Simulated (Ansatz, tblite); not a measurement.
**GeMe(OiPr)3 (C10H24GeO3): rung by rung**

Aim: run the singlet of GeMe(OiPr)3 (C10H24GeO3) at one geometry on many levels, and compare frontier levels, spin and run time.

Method: as each input shows; program: Ansatz 0.2.0, Gaussian basis.

The runs, in order: GFN1-xTB, GFN2-xTB, PBE-D4/def2-TZVP, r2SCAN-D4/def2-TZVP, HF/def2-TZVP, LDA/def2-TZVP, B2PLYP/def2-TZVP, PBE+5HF/def2-SVP, PBE+10HF/def2-SVP, PBE+15HF/def2-SVP, PBE+35HF/def2-SVP, PBE+50HF/def2-SVP, PBE-D4/def2-SVP, PBE0-D4/def2-SVP, HF/6-31G, B3LYP-D4/6-31G, MP2/def2-TZVP, RPA/def2-TZVP.

## (1) The geometry

The geometry is that of the singlet, from an earlier relaxation (r2SCAN-D4/def2-SVP).

38 atoms, charge 0, spin multiplicity 1.

Bond lengths: Ge1–C2 1.928 Å, Ge1–O6 1.771 Å, Ge1–O17 1.787 Å, Ge1–O28 1.769 Å, C2–H3 1.099 Å, C2–H4 1.099 Å, C2–H5 1.099 Å, O6–C7 1.434 Å, C7–C8 1.519 Å, C7–C9 1.522 Å, C7–H10 1.108 Å, C8–H11 1.102 Å, C8–H12 1.101 Å, C8–H13 1.100 Å, C9–H14 1.101 Å, C9–H15 1.103 Å, C9–H16 1.102 Å, O17–C18 1.428 Å and more. Angles: C2–Ge1–O6 106.5°, C2–Ge1–O17 113.0°, C2–Ge1–O28 114.4°, O6–Ge1–O17 112.4°, O6–Ge1–O28 106.7°, O17–Ge1–O28 103.9°, Ge1–C2–H3 110.7°, Ge1–C2–H4 110.2°, Ge1–C2–H5 108.6°, H3–C2–H4 109.4°, H3–C2–H5 109.1°, H4–C2–H5 108.8°, Ge1–O6–C7 121.2°, O6–C7–C8 107.0°, O6–C7–C9 110.3°, O6–C7–H10 108.8°, C8–C7–C9 112.6°, C8–C7–H10 109.0° and more.

Coordinates:

```
Ge    0.2622   -0.1748    1.0710
C     0.6340    0.2344    2.9175
H    -0.2581    0.6454    3.4113
H     1.4577    0.9590    2.9878
H     0.9332   -0.6918    3.4283
O     1.8129   -0.6007    0.3293
C     1.8724   -1.2713   -0.9366
C     3.1847   -2.0346   -0.9736
C     1.7464   -0.2666   -2.0735
H     1.0335   -1.9932   -0.9986
H     4.0303   -1.3341   -0.8803
H     3.2914   -2.5901   -1.9186
H     3.2361   -2.7483   -0.1380
H     0.7952    0.2834   -2.0023
H     2.5693    0.4656   -2.0246
H     1.7853   -0.7715   -3.0523
O    -0.5612    1.1587    0.2117
C    -0.2478    2.5233    0.4942
C    -1.3704    3.3657   -0.0861
C     1.1156    2.8990   -0.0725
H    -0.2273    2.6769    1.5954
H    -1.4191    3.2211   -1.1773
H    -1.2108    4.4356    0.1200
H    -2.3374    3.0635    0.3429
H     1.9075    2.2438    0.3255
H     1.1129    2.7888   -1.1687
H     1.3715    3.9421    0.1735
O    -0.8120   -1.5598    0.8320
C    -2.1589   -1.4427    0.3540
C    -2.9198   -2.6429    0.8908
C    -2.1716   -1.3688   -1.1660
H    -2.6132   -0.5127    0.7512
H    -2.4632   -3.5734    0.5165
H    -3.9743   -2.6161    0.5738
H    -2.8824   -2.6628    1.9905
H    -1.6280   -0.4748   -1.5069
H    -1.6931   -2.2657   -1.5929
H    -3.2037   -1.3095   -1.5484
```

PBE0-D4/def2-TZVP was run before; its log isn't repeated, and its numbers join the tables.

## (2) GFN1-xTB

Tight binding, by tblite at 300 K electronic temperature and without a spin-polarisation term:

```python
tblite.interface.Calculator('GFN1-xTB', numbers, positions, charge=0, uhf=0).singlepoint()
```

Energy -1358.4039 eV, HOMO -11.74 eV, LUMO -4.47 eV; 0.057 s.

## (3) GFN2-xTB

Tight binding, by tblite at 300 K electronic temperature and without a spin-polarisation term:

```python
tblite.interface.Calculator('GFN2-xTB', numbers, positions, charge=0, uhf=0).singlepoint()
```

Energy -1302.1035 eV, HOMO -10.82 eV, LUMO -4.03 eV; 0.031 s.

## (4) PBE-D4/def2-TZVP

start.molden holds the orbitals of an earlier run on this state, given as this run's starting guess.

The input, in.yaml:

```yaml
crystal:
  periodic: [false, false, false]
  atoms:
    - {symbol: Ge, position_ang: [0.262196, -0.174785, 1.070956]}
    - {symbol: C, position_ang: [0.633973, 0.234376, 2.917548]}
    - {symbol: H, position_ang: [-0.258070, 0.645409, 3.411270]}
    - {symbol: H, position_ang: [1.457723, 0.959025, 2.987789]}
    - {symbol: H, position_ang: [0.933151, -0.691849, 3.428285]}
    - {symbol: O, position_ang: [1.812903, -0.600703, 0.329280]}
    - {symbol: C, position_ang: [1.872373, -1.271314, -0.936628]}
    - {symbol: C, position_ang: [3.184716, -2.034611, -0.973559]}
    - {symbol: C, position_ang: [1.746427, -0.266584, -2.073545]}
    - {symbol: H, position_ang: [1.033518, -1.993181, -0.998550]}
    - {symbol: H, position_ang: [4.030326, -1.334091, -0.880267]}
    - {symbol: H, position_ang: [3.291368, -2.590057, -1.918610]}
    - {symbol: H, position_ang: [3.236133, -2.748323, -0.137969]}
    - {symbol: H, position_ang: [0.795186, 0.283406, -2.002274]}
    - {symbol: H, position_ang: [2.569317, 0.465574, -2.024587]}
    - {symbol: H, position_ang: [1.785308, -0.771540, -3.052251]}
    - {symbol: O, position_ang: [-0.561155, 1.158678, 0.211689]}
    - {symbol: C, position_ang: [-0.247779, 2.523283, 0.494240]}
    - {symbol: C, position_ang: [-1.370379, 3.365684, -0.086050]}
    - {symbol: C, position_ang: [1.115641, 2.898977, -0.072489]}
    - {symbol: H, position_ang: [-0.227266, 2.676892, 1.595369]}
    - {symbol: H, position_ang: [-1.419098, 3.221115, -1.177254]}
    - {symbol: H, position_ang: [-1.210833, 4.435622, 0.119965]}
    - {symbol: H, position_ang: [-2.337380, 3.063515, 0.342920]}
    - {symbol: H, position_ang: [1.907473, 2.243794, 0.325518]}
    - {symbol: H, position_ang: [1.112936, 2.788769, -1.168750]}
    - {symbol: H, position_ang: [1.371511, 3.942068, 0.173511]}
    - {symbol: O, position_ang: [-0.811968, -1.559768, 0.831980]}
    - {symbol: C, position_ang: [-2.158854, -1.442688, 0.353981]}
    - {symbol: C, position_ang: [-2.919805, -2.642903, 0.890776]}
    - {symbol: C, position_ang: [-2.171615, -1.368763, -1.165980]}
    - {symbol: H, position_ang: [-2.613219, -0.512705, 0.751230]}
    - {symbol: H, position_ang: [-2.463219, -3.573350, 0.516457]}
    - {symbol: H, position_ang: [-3.974310, -2.616051, 0.573792]}
    - {symbol: H, position_ang: [-2.882416, -2.662771, 1.990511]}
    - {symbol: H, position_ang: [-1.628036, -0.474832, -1.506924]}
    - {symbol: H, position_ang: [-1.693126, -2.265744, -1.592938]}
    - {symbol: H, position_ang: [-3.203670, -1.309547, -1.548413]}
basis:
  gaussian: {orbitals: def2-TZVP, fitting: {mean_field: def2-universal-jkfit}, initial_orbitals: start.molden}
hamiltonian: {xc: pbe, dispersion: d4}
scf: {omitted_lower_state_checks: [starts]}
output: {forces: true, orbitals: {seedname: orbitals}}
```

Command:

```
> ansatz run in.yaml --threads 2 --pin off --events-out ev --progress --plain --max-ram 22528MiB --backend cuda --devices 0, --max-vram 18GiB
```

Further steps of the session: r2SCAN-D4/def2-TZVP; HF/def2-TZVP; LDA/def2-TZVP; B2PLYP/def2-TZVP; PBE+5HF/def2-SVP; PBE+10HF/def2-SVP; PBE+15HF/def2-SVP; PBE+35HF/def2-SVP; PBE+50HF/def2-SVP; PBE-D4/def2-SVP; PBE0-D4/def2-SVP; HF/6-31G; B3LYP-D4/6-31G; MP2/def2-TZVP; RPA/def2-TZVP.

Q: Predict the results of all the runs planned. Wanted: gap in def2-TZVP, named functionals and Hartree-Fock, smallest and largest; gap over the share of exact exchange; correlation energy, MP2/def2-TZVP; binding an atom, functionals in def2-TZVP; PBE0 total energy, smallest basis above largest.

**Answer**, as computed:

```
                                                                  quantity                              value
gap in def2-TZVP, named functionals and Hartree-Fock, smallest and largest       5.69 eV (LDA), 14.64 eV (HF)
                                      gap over the share of exact exchange      6.00 eV at 0, 11.11 eV at 0.5
                                         correlation energy, MP2/def2-TZVP                          -72.39 eV
                                 binding an atom, functionals in def2-TZVP  4.13 (r2SCAN-D4) to 4.70 eV (LDA)
                           PBE0 total energy, smallest basis above largest     25.85 eV (def2-SVP, def2-TZVP)
```

In words: Over the named functionals and Hartree-Fock in def2-TZVP the gap runs from 5.69 eV (LDA) to 14.64 eV (HF); exact exchange widens it. Raising the share of exact exchange from 0 to 0.5 moves the HOMO by -3.24 eV and the LUMO by +1.87 eV.
